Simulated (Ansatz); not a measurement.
# RbMnSe2: the cost of one run

Method: DFT PBEsol+U (U_eff = 6 eV on Mn d), plane waves, PAW, in Ansatz 0.2.0.

6 further runs of the same task are left out: 6 that didn't finish.

## Step 1: The system as given

The structure is tetragonal, space group I-4m2 (No. 119). Conventional cell: a = 4.044 Å, b = 4.044 Å, c = 14.134 Å, α = 90.00°, β = 90.00°, γ = 90.00°. Around Mn (site symmetry -4m2) lie 4 Se at 2.45 Å. Rb (site symmetry -4m2) is surrounded by 8 Se at 3.58 Å and 4 Rb at 4.04 Å and 4 Mn at 4.07 Å. Around Se (site symmetry 2mm) lie 2 Mn at 2.45 Å.

As a file:

```cif
data_structure
_symmetry_space_group_name_H-M 'P 1'
_symmetry_Int_Tables_number 1
_cell_length_a 7.6236
_cell_length_b 7.6236
_cell_length_c 7.6236
_cell_angle_alpha 149.242
_cell_angle_beta 149.242
_cell_angle_gamma 44.055
_cell_volume 115.55
loop_
_atom_site_label
_atom_site_type_symbol
_atom_site_fract_x
_atom_site_fract_y
_atom_site_fract_z
_atom_site_occupancy
Mn1 Mn 0.25000 0.75000 0.50000 1
Rb1 Rb 0.00000 0.00000 0.00000 1
Se1 Se 0.65258 0.65258 0.00000 1
Se2 Se 0.34742 0.34742 0.00000 1
```

Magnetic order typed: ferromagnetic.

## Step 2: From atoms, symmetry kept, no search

Input file input.yaml:

```yaml
crystal:
  lattice:
    - [-2.02178906, 2.02178906, 7.06707622]
    - [2.02178906, -2.02178906, 7.06707622]
    - [2.02178906, 2.02178906, -7.06707622]
  atoms:
    - { symbol: Mn, position: [0.25, 0.75, 0.5], spin: 4.0 }
    - { symbol: Rb, position: [0.0, 0.0, 0.0] }
    - { symbol: Se, position: [0.652579, 0.652579, 0.0] }
    - { symbol: Se, position: [0.347421, 0.347421, 0.0] }
basis:
  ecutwfc: 420
  ecutrho_ratio: 4
kpoints:
  mp_grid: { grid: [7, 7, 7] }
hamiltonian:
  xc: pbesol
  hubbard: { sites: [{ site: 0, l: d, u_eff: 6.0 }] }
scf:
  occupations: { method: gaussian, width: 0.05 }
  lower_state_search: "off"
  max_iter: 150
output:
  forces: true
  stress: true
  eigenvalues: true
  populations: true
  hubbard: { sites: [{ site: 0, l: d }] }
magnetization:
  spin_polarized: true
```

Command:

```sh
$ ansatz run input.yaml --threads 2 --pin off --max-ram 3072MiB --backend cpu --events-out ev --progress --plain --runs-dir out
```

**Question.** How long does this run take on 2 threads of Arm Neoverse N1, shared host, and how much memory does it need?

About 72 s, with a peak of 0.58 GiB.
